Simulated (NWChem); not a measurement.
# CH3Cl (chloromethane): r2SCAN/6-311+G(d,p)

Aim: the electronic atomisation energy of CH3Cl (chloromethane) at r2SCAN/6-311+G**, from 4 runs. 

Program for the calculation: NWChem 7.3.0.

8 further runs of the same task are left out: 1 that didn't finish, 7 set aside as unsound or not needed.

## Step 1: Starting point

CH3Cl has 5 atoms, charge 0, and is taken as a singlet. SMILES: `CCl`. Geometry: relaxed at PBE0-D4/def2-TZVP.

Bond lengths: C1–Cl2 1.773 Å, C1–H3 1.087 Å, C1–H4 1.088 Å, C1–H5 1.088 Å. Angles: Cl2–C1–H3 108.7°, Cl2–C1–H4 108.7°, Cl2–C1–H5 108.6°, H3–C1–H4 110.3°, H3–C1–H5 110.3°, H4–C1–H5 110.3°.

## Step 2: The energy at r2SCAN/6-311+G(d,p) (run 1)

Contents of nw.nw:

```
start nw
memory stack 880 mb heap 220 mb global 1100 mb
charge 0

geometry noautosym nocenter noautoz
 C       -0.120900       0.010000       0.051300
 Cl       1.469400      -0.290800      -0.672500
 H       -0.284800      -0.715400       0.844700
 H       -0.880000      -0.097100      -0.720100
 H       -0.133800       1.019700       0.455100
end

basis spherical bse
 * library 6-311+G**
end

dft
 xc r2scan
 grid fine
 convergence energy 1e-08
 maxiter 100
 mulliken
 noprint "final vectors analysis"
end

task dft energy
```

Launch:

```bash
nwchem nw.nw > nw.out
```

Log (excerpt; [...] marks lines left out):

```text
[...]
          Wavefunction type:  closed shell.
          No. of atoms     :     5
          No. of electrons :    26
[...]
          Charge           :     0
          Spin multiplicity:     1
[...]
          AO basis - number of functions:    70
[...]
              XC Information
              --------------
                      r^2SCAN Method XC Functional
               r^2SCAN metaGGA Exchange Functional  1.000
                     r^2SCAN Correlation Potential  1.000
[...]
 d= 0,ls=0.0,diis     1   -500.0459409595 -5.52D+02  1.04D-02  6.33D-01     1.0
[...]
 d= 0,ls=0.0,diis     8   -500.0708538447 -2.40D-10  1.88D-06  4.29D-08     6.4
         Total DFT energy =     -500.070853844701
      One electron energy =     -790.649363269625
           Coulomb energy =      273.763070936632
    Exchange-Corr. energy =      -34.722852398438
 Nuclear repulsion energy =       51.538290886730
[...]
      Total Density - Mulliken Population Analysis
     ---------------------------------------------
    Atom       Charge   Shell Charges
 -----------   ------   -------------------------------------------------------
    1 C    6     6.64   1.11  0.88  0.61  0.76  1.55  0.54  0.91  0.17  0.05  0.05
    2 Cl  17    16.93   0.78  1.19  0.90  1.08  1.00  1.05  7.41 -1.51  1.07  2.97  1.22 -0.15 -0.10  0.03
    3 H    1     0.81   0.27  0.47  0.04  0.03
    4 H    1     0.81   0.27  0.47  0.04  0.03
    5 H    1     0.81   0.27  0.47  0.04  0.03
[...]
```

It took 7.2 s on 1 thread of Intel Xeon 6975P-C (Granite Rapids), shared host; peak memory 0.11 GiB.

## Step 3: The C atom (run 2)

Contents of input.nw:

```
start input
title "C"
memory total 2200 mb
geometry units angstroms noautosym nocenter noautoz
   C     0.000000    0.000000    0.000000
end
basis spherical bse
   * library 6-311+G**
end
dft
   xc r2scan
   mult 3
   grid fine
   convergence energy 1e-08
   iterations 100
   mulliken
   noprint "final vectors analysis"
end
task dft
```

Launch:

```bash
nwchem input.nw > input.out
```

Log (excerpt; [...] marks lines left out):

```text
[...]
          Wavefunction type:  spin polarized.
          No. of atoms     :     1
          No. of electrons :     6
[...]
          Charge           :     0
          Spin multiplicity:     3
[...]
          AO basis - number of functions:    22
[...]
              XC Information
              --------------
                      r^2SCAN Method XC Functional
               r^2SCAN metaGGA Exchange Functional  1.000
                     r^2SCAN Correlation Potential  1.000
[...]
 d= 0,ls=0.0,diis     1    -37.7757687696 -3.78D+01  1.75D-02  8.97D-02     0.1
[...]
 d= 0,ls=0.0,diis     7    -37.8305351289 -3.11D-09  7.71D-07  1.34D-11     0.3
[...]
         Total DFT energy =      -37.830535128912
      One electron energy =      -50.455993244125
           Coulomb energy =       17.834955391471
    Exchange-Corr. energy =       -5.209497276258
 Nuclear repulsion energy =        0.000000000000
[...]
      Total Density - Mulliken Population Analysis
     ---------------------------------------------
    Atom       Charge   Shell Charges
 -----------   ------   -------------------------------------------------------
    1 C    6     6.00   1.11  0.88  0.41  1.03  0.88  0.97  0.67  0.01  0.04  0.00
     --------------------------------------------
      Spin Density - Mulliken Population Analysis
     --------------------------------------------
    Atom       Charge   Shell Charges
 -----------   ------   -------------------------------------------------------
    1 C    6     2.00  -0.00 -0.00  0.41  0.07  0.88 -0.06  0.67 -0.01  0.04 -0.00
[...]
      <S2> =      2.0050 (Exact =     2.0000)
[...]
```

Wall time 0.87 s (1 thread of Intel Xeon 6975P-C (Granite Rapids), shared host); peak memory 0.1 GiB.

Run 3 isn't shown in full; the table further down has it.

## Step 4: The H atom, same level (run 4)

Contents of m1.nw:

```
start m1
title "H energy"
memory 2200 mb
geometry units angstrom noautosym nocenter noautoz
  H      0.000000     0.000000     0.000000
end
basis spherical bse
  H library 6-311+G**
end
dft
  xc r2scan
  mult 2
  grid fine
  convergence energy 1e-08
  iterations 100
  mulliken
  noprint "final vectors analysis"
end
task dft
```

Run the same way, it converges to -0.49993 Eh (log not shown).

## Step 5: Overview of the runs

| run | level | partner | energy (Eh) | wall time |
| --- | --- | --- | --- | --- |
| 1 | r2SCAN/6-311+G** | base | -500.070854 | 7.2 s |
| 2 | U-r2SCAN/6-311+G** | atoms | -37.830535 | 0.87 s |
| 3 | U-r2SCAN/6-311+G** | atoms | -460.114209 | 1.7 s |
| 4 | U-r2SCAN/6-311+G** | atoms | -0.499928 | 0.66 s |

## Step 6: Summary of results

Level: r2SCAN/6-311+G**.

| quantity | value |
| --- | --- |
| H atom: total energy | -0.49993 Eh |
| H atom: ⟨S²⟩ | 0.750 |
| electronic atomisation energy | 17.043 eV |

What this shows: Taking the molecule apart into free atoms costs 17.04 eV (393 kcal/mol), before zero-point energy and without spin-orbit coupling. All runs together took 10 s, the longest 7.2 s.
